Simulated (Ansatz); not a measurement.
# NiClO: relaxing cell and atoms, part 2 of 2

The start is NiClO, a borrowed structure type, volume estimated. Where does it settle when we relax cell and atoms, and what is it like there?

Ansatz 0.2.0; DFT, PBEsol, spin-orbit coupling, plane waves, PAW. Relaxing cell and atoms. The steps go on from the part before.

**8. Outcome**

This closing draws on all 2 parts.

```
                                                 quantity                                                                      value
                                                    moves                                                                          7
                                            energy gained                                                             121.6 meV/atom
                                             largest move                                                                 0.23 Å (O)
                     space group (0.01 Å), before / after                                                                Pmmn / Pmmn
                                                     cell  a = 3.739 Å, b = 7.682 Å, c = 3.079 Å, α = 90.00°, β = 90.00°, γ = 90.00°
                                                   volume                                                     14.74 Å³/atom (-4.7 %)
                                      pressure at the end                                                                   0.01 GPa
           formation energy (elements from separate runs)                                                              -0.71 eV/atom
                                                character                                                                      metal
density of states, mean within 0.25 eV of the Fermi level                                                        4.2 per eV per cell
                                            Bader charges                                              Ni +1.17, Cl -0.33, O -0.84 e
                                               net moment                                                           0.00 μB per cell
                                           largest moment                                                0.38 μB on Ni (Bader basin)
```

What this shows: The volume shrank by 4.7 %, and the largest move of an atom is 0.23 Å apart from the change of the cell; the energy fell by 121.6 meV per atom. The run held to 4 symmetry operations, so a lower structure without them is not ruled out. The cell is metallic; within 0.25 eV of the Fermi level the density of states averages 4.2 per eV per cell, mostly Ni d (54 %), O p (23 %) and Cl p (20 %). Semilocal functionals often make such open-shell compounds metallic where a U or a hybrid opens a gap. Ni loses most charge (+1.17 e on average) and O gains most (-0.84 e). The largest spin moment is 0.38 μB on Ni, and the net moment 0.00 μB per cell.

Caveats: a 3d oxide or halide that comes out metallic without a U or exact exchange, which may be an insulator in nature; one start, so the state may not be the lowest; the k mesh is coarse for a cell without a gap.
